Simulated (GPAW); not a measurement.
# HfGe (P-6m2) in GPAW: further runs

One crystal, HfGe, is run at these levels: LDA, LDA+U; tasks: single point.

Program: GPAW 26.7.0. These are calculated values, not measurements. Logs are shortened: lines on timing, memory, paths and dates and some standing lists are left out, and cuts for length are marked. The log counts tension as positive stress, the text compression.

## 1. The crystal as given

The structure is hexagonal, space group P-6m2 (No. 187). Conventional cell: a = 3.934 Å, b = 3.934 Å, c = 3.510 Å, α = 90.00°, β = 90.00°, γ = 120.00°. Hf (site symmetry -6m2) is surrounded by 3 Ge at 2.27 Å. Around Ge (site symmetry -6m2) lie 3 Hf at 2.27 Å.

The cell was built by a generator and needn't be a form met in nature.

## 2. Single point, LDA

run.py reads:

```python
from ase.dft.bandgap import bandgap
from ase.io import read, write
from ase.units import Bohr, GPa
from gpaw import GPAW, PW
from gpaw.elf import elf_from_dft_calculation

atoms = read('POSCAR')

calc = GPAW(mode=PW(600),
            xc='LDA',
            kpts={'size': (8, 8, 8), 'gamma': True},
            occupations={'name': 'fermi-dirac', 'width': 0.05},
            nbands=18,
            convergence={'density': 1e-05, 'energy': 1e-05},
            maxiter=150,
            txt='gpaw.txt')
atoms.calc = calc
energy = atoms.get_potential_energy()
forces = atoms.get_forces()
stress = atoms.get_stress()
calc.write('gs.gpw')
write('result.traj', atoms)
print(f'Energy: {energy:.6f} eV')
print('Forces (eV/A):')
print(forces.round(4))
print('Stress (GPa):', (stress / GPa).round(3))
print('Fermi level:', round(calc.get_fermi_level(), 4), 'eV')
print(f'Gap: {bandgap(calc)[0]:.4f} eV, direct: {bandgap(calc, direct=True)[0]:.4f} eV')

# fields on the real-space grid
write('density.cube', atoms, data=calc.get_pseudo_density() * Bohr**3)
write('potential.cube', atoms, data=calc.get_electrostatic_potential())
write('elf.cube', atoms, data=elf_from_dft_calculation(calc).data)
```

POSCAR reads:

```
HfGe
1.0
    3.9335093854      0.0000000000      0.0000000000
   -1.9667546927      3.4065190538      0.0000000000
    0.0000000000      0.0000000000      3.5096193900
Hf Ge
1 1
Direct
    0.0000000000      0.0000000000      0.5000000000
    0.3333333333      0.6666666667      0.5000000000
```

Potentials or basis: the program's PAW data sets (release 1.2.1) made for this functional, pw.

Command:

```
OMP_NUM_THREADS=1 python run.py
```

gpaw.txt:

```text
__  _  _
 | _ |_)|_||  |
 |__||  | ||/\| - 26.7.0

Input parameters:
  mode=PW(ecut=600.0),
  convergence={'density': 1e-05, 'energy': 1e-05},
  kpts=MonkhorstPack(size=(8, 8, 8), gamma=True),
  maxiter=150,
  nbands=18,
  occupations=Occupations(name='fermi-dirac', width=0.05),
  xc=XC(name='LDA')

Diagonalizing LCAO Hamiltonian
Converting LCAO to pw mode

         Ge
       Hf

Atoms  # Å, Bohr magnetons
|   | symbol |         x |        y |        z |    initial magnetic moments |
|---|--------|-----------|----------|----------|-----------------------------|
| 0 |     Hf |  0.000000 | 0.000000 | 1.754810 | ( 0.0000,  0.0000,  0.0000) |
| 1 |     Ge | -0.000000 | 2.271013 | 1.754810 | ( 0.0000,  0.0000,  0.0000) |

Unit cell  # Å
| periodic |         x |        y |        z |  lengths |     angles |
|----------|-----------|----------|----------|----------|------------|
|      yes |  3.933509 | 0.000000 | 0.000000 | 3.933509 |  90.000000 |
|      yes | -1.966755 | 3.406519 | 0.000000 | 3.933509 |  90.000000 |
|      yes |  0.000000 | 0.000000 | 3.509619 | 3.509619 | 120.000000 |

Number of symmetries: 12
Symmetry operations  # r_c * U_cc + t_c -> r_c
|    | kind |            matrix            |
|----|------|------------------------------|
|  0 |  σ   |  1, 1, 0,  0,-1, 0,  0, 0, 1 |
|  1 |  C2  |  1, 1, 0,  0,-1, 0,  0, 0,-1 |
|  2 |  E   |  1, 0, 0,  0, 1, 0,  0, 0, 1 |
|  3 |  σ   |  1, 0, 0,  0, 1, 0,  0, 0,-1 |
|  4 |  C3  |  0, 1, 0, -1,-1, 0,  0, 0, 1 |
|  5 |  S3  |  0, 1, 0, -1,-1, 0,  0, 0,-1 |
|  6 |  σ   |  0,-1, 0, -1, 0, 0,  0, 0, 1 |
|  7 |  C2  |  0,-1, 0, -1, 0, 0,  0, 0,-1 |
|  8 |  σ   | -1, 0, 0,  1, 1, 0,  0, 0, 1 |
|  9 |  C2  | -1, 0, 0,  1, 1, 0,  0, 0,-1 |
| 10 |  C3  | -1,-1, 0,  1, 0, 0,  0, 0, 1 |
| 11 |  S3  | -1,-1, 0,  1, 0, 0,  0, 0,-1 |

BZ-sampling:
  Number of BZ points: 512
  Number of IBZ points: 50

  Monkhorst-Pack size: [8, 8, 8]
  Monkhorst-Pack shift: [0.0625, 0.0625, 0.0625]

K-points  # in reciprocal-cell coordinates
|     |                                coordinates |     weight |
|-----|--------------------------------------------|------------|
|   0 | (  0.00000000,   0.00000000,   0.00000000) | 0.00195312 |
|   1 | (  0.00000000,   0.00000000,   0.12500000) | 0.00390625 |
|   2 | (  0.00000000,   0.00000000,   0.25000000) | 0.00390625 |
|   3 | (  0.00000000,   0.00000000,   0.37500000) | 0.00390625 |
|   4 | (  0.00000000,   0.00000000,   0.50000000) | 0.00195312 |
|   5 | (  0.12500000,   0.00000000,   0.00000000) | 0.01171875 |
|   6 | (  0.12500000,   0.00000000,   0.12500000) | 0.02343750 |
|   7 | (  0.12500000,   0.00000000,   0.25000000) | 0.02343750 |
|   8 | (  0.12500000,   0.00000000,   0.37500000) | 0.02343750 |
|   9 | (  0.12500000,   0.00000000,   0.50000000) | 0.01171875 |
| ... |                                            |            |
|  49 | (  0.50000000,   0.50000000,   0.50000000) | 0.00585938 |

Plane wave coefficients: 1594
Cutoff: 600.0 eV

Spin-components: 1 (collinear spins)
Bands:           18
Projectors:      11
Spin-degeneracy: 2
Datatype:        complex128

Parallelization:
  kpt:    1
  domain: 1
  band:   1

Density:
  Valence electrons: 16.0
  Components: 1
  Grid points: [24 24 20]
  Charge: 0.0  # |e|

Potential:
  Grid points: [24 24 20]

species:
  Hf:
    name:    Hafnium
    Z:       72.0
    valence: 12
    core:    60
    charge:  0.0  # [|e|]
    compensation charges:
      type: gauss
      rc: 0.41  # [Å]
      lmax: 2
    cutoffs:
      filter: 2.36  # [Å]
      core: 4.02  # [Å]
    projectors
    | kind |    occ | energy [eV] | rcut [Å] |
    |------|--------|-------------|----------|
    |   5s |  2.000 |     -66.988 |    1.397 |
    |   6s |  2.000 |      -5.250 |    1.397 |
    |   5p |  6.000 |     -35.740 |    1.307 |
    |   6p |  0.000 |      -1.470 |    1.307 |
    |   5d |  2.000 |      -2.880 |    1.334 |
    |    d |        |      24.331 |    1.334 |

    Using partial waves for Hf as LCAO basis

  Ge:
    name:    Germanium
    Z:       32.0
    valence: 4
    core:    28
    charge:  0.0  # [|e|]
    compensation charges:
      type: gauss
      rc: 0.32  # [Å]
      lmax: 2
    cutoffs:
      filter: 1.77  # [Å]
      core: 3.42  # [Å]
    projectors
    | kind |    occ | energy [eV] | rcut [Å] |
    |------|--------|-------------|----------|
    |   4s |  2.000 |     -11.940 |    1.005 |
    |   4p |  2.000 |      -4.047 |    1.005 |
    |    s |        |      15.272 |    1.005 |
    |    p |        |      23.164 |    1.005 |
    |    d |        |       0.000 |    1.005 |

    Using partial waves for Ge as LCAO basis

Reference energy: -466659.146203  # eV

eigensolver:
  PPCG
  Converge bands: occupied
  niter=2

density mixing:
  MSR1-Mixer
  Pratt-step length: 0.05
  Maximum mixing coefficient: 0.75
  Old densities: 10
  SVD Regularization: 0.005
  Good broyden scale: 1.0
  Trust region scale: 1.0
  Backstep threshold: 4.0
  History deletion threshold: 6.0
  Fourier metric: weight=20.0, sigma=0.015

occupation numbers:
  Fermi-Dirac:
    width: 0.0500  # eV

poisson solver:
  ecut: 4800.0  # eV

xc functional:
  name: None

convergence criteria:
- Maximum integral of absolute [dens]ity change: 1e-05 electrons / valence electron
- Maximum [total energy] change in last 3 cyles: 1e-05 eV / valence electron
- Maximum integral of absolute [eigenst]ate change: 4e-08 eV^2 / valence electron
maximum number of iterations: 150

SCF iterations
|iter     | |      energy | eigst |  dens |
|---------|-|-------------|-------|-------|
|iter:   1| |  -10.481726 | -0.08 |       |
|iter:   2| |  -10.327305 | -2.22 | -0.96 |
|iter:   3| |   -9.799120 | -1.36 | -1.01 |
|iter:   4| |   -9.797837 | -3.16 | -1.77 |
|iter:   5| |   -9.798921 | -3.84 | -2.09 |
|iter:   6| |   -9.799006 | -5.21 | -2.81 |
|iter:   7| |   -9.799008c| -6.15 | -3.34 |
|iter:   8| |   -9.799009c| -7.79c| -4.28 |
|iter:   9| |   -9.799009c| -8.34c| -4.76 |
|iter:  10| |   -9.799009c| -8.92c| -5.80c|

Converged in 10 steps
Energy contributions relative to reference atoms: (reference = -466659.146203)

Energy contributions:
  Kinetic:          70.887170
  Coulomb:         -60.202881
  Zero:             -0.490367
  External:          0.000000
  Xc:              -19.984907
  Entropy:          -0.016048
  Spinorbit:         0.000000
  ----------------------------
  Free energy:      -9.807033
  Extrapolated:     -9.799009

dipole moment: (-8.404259, -11.607543, 0.000096)  # |e|*Ang

Fermi level: 6.521
Eigenvalues  # (at kpt = [0.000, 0.000, 0.000])
| band index |      eig [eV] | occ [0-2] |
|------------|---------------|-----------|
|          0 |       -55.086 |     2.000 |
|          1 |       -24.112 |     2.000 |
|          2 |       -24.112 |     2.000 |
|          3 |       -24.014 |     2.000 |
|          4 |        -3.581 |     2.000 |
|          5 |         3.998 |     2.000 |
[... 8 lines left out ...]
|         14 |        16.220 |     0.000 |
|         15 |        19.050 |     0.000 |
|        ... |               |           |
|         17 |        21.831 |     0.000 |

No gap
No difference between direct/indirect transitions

Forces  # eV/Ang
|       x |       y |       z |
|---------|---------|---------|
| 0.00000 | 0.00000 | 0.00000 |  # Hf   0
| 0.00000 | 0.00000 | 0.00000 |  # Ge   1

Stress tensor  # eV/Ang^3
|         x |         y |        z |
|-----------|-----------|----------|
| -0.328465 |  0.000000 | 0.000000 |
|  0.000000 | -0.328465 | 0.000000 |
|  0.000000 |  0.000000 | 0.073998 |

# Writing to gs.gpw (mode='')
```

It took 25 s on 1 thread of Arm Neoverse V1, shared host; peak memory 0.17 GiB.

What came out:

```yaml
Free_energy: -9.8070 eV
Pressure: 31.1 GPa
Band_gap_on_the_k_mesh: none (metal or under the smearing width)
```

Caveat: a pressure of tens of GPa on the cell as given is suspect, and the run, the potentials or the cell itself is likely at fault. Spin-orbit coupling is left out, which matters for the levels of Hf.

## 3. Single point, LDA+U

Edit run.py of step 2 so:

```diff
@@ -2,5 +2,4 @@
 from ase.io import read, write
-from ase.units import Bohr, GPa
+from ase.units import GPa
 from gpaw import GPAW, PW
-from gpaw.elf import elf_from_dft_calculation
 
@@ -12,2 +11,3 @@
             occupations={'name': 'fermi-dirac', 'width': 0.05},
+            setups={'Hf': ':d,1.0'},
             nbands=18,
@@ -28,6 +28 @@
 print(f'Gap: {bandgap(calc)[0]:.4f} eV, direct: {bandgap(calc, direct=True)[0]:.4f} eV')
-
-# fields on the real-space grid
-write('density.cube', atoms, data=calc.get_pseudo_density() * Bohr**3)
-write('potential.cube', atoms, data=calc.get_electrostatic_potential())
-write('elf.cube', atoms, data=elf_from_dft_calculation(calc).data)
```

POSCAR is that of step 2.

Potentials or basis: the program's PAW data sets (release 1.2.1) made for this functional, pw.

Command:

```
OMP_NUM_THREADS=1 python run.py
```

It took 25 s on 1 thread of Arm Neoverse V1, shared host; peak memory 0.17 GiB.

The run converged. Its results:

```yaml
Free_energy: -8.8726 eV
Pressure: 32.7 GPa
Band_gap_on_the_k_mesh: none (metal or under the smearing width)
```

Stress tensor (GPa, compression positive):
```
 54.87   0.00   0.00
  0.00  54.87   0.00
  0.00   0.00 -11.67
```

Levels at points of the mesh, in eV from the Fermi level:
```csv
k point,band 6,band 7,band 8,band 9,band 10,band 11
"(0.00, 0.00, 0.00)",-2.58,-2.58,-1.38,2.47,3.28,3.28
"(0.00, 0.00, 0.50)",-3.25,-2.18,-2.18,1.54,1.54,4.88
"(0.50, 0.50, 0.00)",-3.83,-0.88,-0.09,0.26,1.46,2.96
"(0.50, 0.50, 0.50)",-3.32,-2.44,0.47,0.87,1.23,1.95
```

Caveat: a pressure of tens of GPa on the cell as given is suspect, and the run, the potentials or the cell itself is likely at fault; U without spin polarisation on a metal has little footing; the U is typed as a test and isn't derived for this compound. Spin-orbit coupling is left out, which matters for the levels of Hf.

## 4. Single point, LDA+U

Edit run.py of step 3 so:

```diff
@@ -11,3 +11,3 @@
             occupations={'name': 'fermi-dirac', 'width': 0.05},
-            setups={'Hf': ':d,1.0'},
+            setups={'Hf': ':d,2.0'},
             nbands=18,
```

POSCAR is that of step 3.

Potentials or basis: the program's PAW data sets (release 1.2.1) made for this functional, pw.

Command:

```
OMP_NUM_THREADS=1 python run.py
```

gpaw.txt:

```text
__  _  _
 | _ |_)|_||  |
 |__||  | ||/\| - 26.7.0

Input parameters:
  mode=PW(ecut=600.0),
  convergence={'density': 1e-05, 'energy': 1e-05},
  kpts=MonkhorstPack(size=(8, 8, 8), gamma=True),
  maxiter=150,
  nbands=18,
  occupations=Occupations(name='fermi-dirac', width=0.05),
  setups={'Hf': ':d,2.0'},
  xc=XC(name='LDA')

Diagonalizing LCAO Hamiltonian
Converting LCAO to pw mode

         Ge
       Hf

Atoms  # Å, Bohr magnetons
|   | symbol |         x |        y |        z |    initial magnetic moments |
|---|--------|-----------|----------|----------|-----------------------------|
| 0 |     Hf |  0.000000 | 0.000000 | 1.754810 | ( 0.0000,  0.0000,  0.0000) |
| 1 |     Ge | -0.000000 | 2.271013 | 1.754810 | ( 0.0000,  0.0000,  0.0000) |

Unit cell  # Å
| periodic |         x |        y |        z |  lengths |     angles |
|----------|-----------|----------|----------|----------|------------|
|      yes |  3.933509 | 0.000000 | 0.000000 | 3.933509 |  90.000000 |
|      yes | -1.966755 | 3.406519 | 0.000000 | 3.933509 |  90.000000 |
|      yes |  0.000000 | 0.000000 | 3.509619 | 3.509619 | 120.000000 |

Number of symmetries: 12
Symmetry operations  # r_c * U_cc + t_c -> r_c
|    | kind |            matrix            |
|----|------|------------------------------|
|  0 |  σ   |  1, 1, 0,  0,-1, 0,  0, 0, 1 |
|  1 |  C2  |  1, 1, 0,  0,-1, 0,  0, 0,-1 |
|  2 |  E   |  1, 0, 0,  0, 1, 0,  0, 0, 1 |
|  3 |  σ   |  1, 0, 0,  0, 1, 0,  0, 0,-1 |
|  4 |  C3  |  0, 1, 0, -1,-1, 0,  0, 0, 1 |
|  5 |  S3  |  0, 1, 0, -1,-1, 0,  0, 0,-1 |
|  6 |  σ   |  0,-1, 0, -1, 0, 0,  0, 0, 1 |
|  7 |  C2  |  0,-1, 0, -1, 0, 0,  0, 0,-1 |
|  8 |  σ   | -1, 0, 0,  1, 1, 0,  0, 0, 1 |
|  9 |  C2  | -1, 0, 0,  1, 1, 0,  0, 0,-1 |
| 10 |  C3  | -1,-1, 0,  1, 0, 0,  0, 0, 1 |
[... 135 lines left out ...]

SCF iterations
|iter     | |      energy | eigst |  dens |
|---------|-|-------------|-------|-------|
|iter:   1| |   -8.660658 | -0.06 |       |
|iter:   2| |   -8.474088 | -2.15 | -0.93 |
|iter:   3| |   -7.922362 | -1.09 | -0.98 |
|iter:   4| |   -7.946589 | -3.09 | -1.69 |
|iter:   5| |   -7.959714 | -3.60 | -2.00 |
|iter:   6| |   -7.960226 | -4.99 | -2.77 |
|iter:   7| |   -7.960240 | -6.65 | -3.33 |
|iter:   8| |   -7.960248c| -7.37 | -3.81 |
|iter:   9| |   -7.960248c| -7.45c| -4.57 |
|iter:  10| |   -7.960248c| -8.19c| -5.26c|

Converged in 10 steps
Energy contributions relative to reference atoms: (reference = -466659.146203)

Energy contributions:
  Kinetic:          72.621544
  Coulomb:         -62.084187
  Zero:             -0.462967
  External:          0.000000
  Xc:              -18.028130
  Entropy:          -0.013017
  Spinorbit:         0.000000
  ----------------------------
  Free energy:      -7.966757
  Extrapolated:     -7.960248

dipole moment: (-8.393413, -11.635198, 0.000096)  # |e|*Ang

Fermi level: 6.763
Eigenvalues  # (at kpt = [0.000, 0.000, 0.000])
| band index |      eig [eV] | occ [0-2] |
|------------|---------------|-----------|
|          0 |       -55.392 |     2.000 |
|          1 |       -24.365 |     2.000 |
|          2 |       -24.365 |     2.000 |
|          3 |       -24.339 |     2.000 |
|          4 |        -3.516 |     2.000 |
|          5 |         4.109 |     2.000 |
[... 8 lines left out ...]
|         14 |        16.254 |     0.000 |
|         15 |        19.132 |     0.000 |
|        ... |               |           |
|         17 |        21.970 |     0.000 |

No gap
No difference between direct/indirect transitions

Forces  # eV/Ang
|       x |        y |       z |
|---------|----------|---------|
| 0.00000 | -0.00000 | 0.00000 |  # Hf   0
| 0.00000 |  0.00000 | 0.00000 |  # Ge   1

Stress tensor  # eV/Ang^3
|         x |         y |        z |
|-----------|-----------|----------|
| -0.357478 |  0.000000 | 0.000000 |
|  0.000000 | -0.357478 | 0.000000 |
|  0.000000 |  0.000000 | 0.071801 |

# Writing to gs.gpw (mode='')
```

It took 24 s on 1 thread of Arm Neoverse V1, shared host; peak memory 0.17 GiB.

Results:

```yaml
Free_energy: -7.9668 eV
Pressure: 34.3 GPa
Band_gap_on_the_k_mesh: none (metal or under the smearing width)
```

Caveat: a pressure of tens of GPa on the cell as given is suspect, and the run, the potentials or the cell itself is likely at fault; U without spin polarisation on a metal has little footing; the U is typed as a test and isn't derived for this compound. Spin-orbit coupling is left out, which matters for the levels of Hf.

## 5. The runs side by side

| level | U | gap on the mesh (eV) | pressure (GPa) |
| --- | --- | --- | --- |
| LDA | - | none | 31.1 |
| LDA+U | Hf d U = 1 eV | none | 32.7 |
| LDA+U | Hf d U = 2 eV | none | 34.3 |

Alike in all rows: task single point; potentials or basis the program's PAW data sets (release 1.2.1) made for this functional, pw; no spin polarisation; cell as given; k mesh 8 × 8 × 8; cutoff (eV) 600; smearing fermi-dirac 0.05 eV.

Every run on the cell as given and a fine mesh finds a metal. The pressure there spans 31.1 GPa (LDA) to 34.3 GPa (LDA+U); a positive pressure means that this level wants a larger cell, a negative one a smaller.

Caveats: a pressure of tens of GPa on the cell as given is suspect, and the run, the potentials or the cell itself is likely at fault; U without spin polarisation on a metal has little footing (some runs); the U is typed as a test and isn't derived for this compound (some runs).

Total energies depend on the potentials used, so only differences within one code and one set of settings carry meaning.
